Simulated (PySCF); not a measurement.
# C2H7BO3: the cost of one run

Computed with PySCF 2.14.0, with density-fitted response routines of our own, on a single molecule in the gas phase. Atoms are numbered from 0 throughout.

## 1. The molecule as given

13 atoms, charge 0, multiplicity 1; geometry from: GFN2-xTB. The atoms were then displaced at random by about 0.01 Å, so the start is not that level's minimum.

Bonds of the start (Å): C0–O1 1.44, O1–B2 1.37, B2–O3 1.39, B2–O4 1.35, O4–C5 1.40, C0–H6 1.08, C0–H7 1.12, C0–H8 1.08, O3–H9 0.98, C5–H10 1.09, C5–H11 1.10, C5–H12 1.11.

## 2. Optimising the geometry at PBE0-D3(BJ)/def2-SVP

Job settings and geometry (Å):

```
{"job": {"xc": "PBE0", "basis": "def2-SVP", "d3": "d3bj", "grid": 1, "shake": 0.01, "kind": "geom"}, "charge": 0, "multiplicity": 1}
C      2.073440    -0.574390    -0.376690
O      0.650190    -0.488100    -0.189170
B     -0.076980     0.649510    -0.404710
O      0.567890     1.816760    -0.799960
O     -1.410500     0.648850    -0.205310
C     -2.097530    -0.496910     0.228780
H      2.270500    -1.091290    -1.307460
H      2.504560     0.454190    -0.444090
H      2.479920    -1.089660     0.480550
H     -0.091510     2.530550    -0.881500
H     -1.998190    -1.305750    -0.494520
H     -1.694180    -0.851740     1.193950
H     -3.171790    -0.218890     0.328570
```

Command:

```
OMP_NUM_THREADS=1 python probes_run.py task.json out
```

The driver reads the jobs from task.json and runs them one after another.

Q: Estimate the wall time and peak memory of this first job on 1 thread of Arm Neoverse N1, shared host.

About 50 s, with a peak of 0.51 GiB.
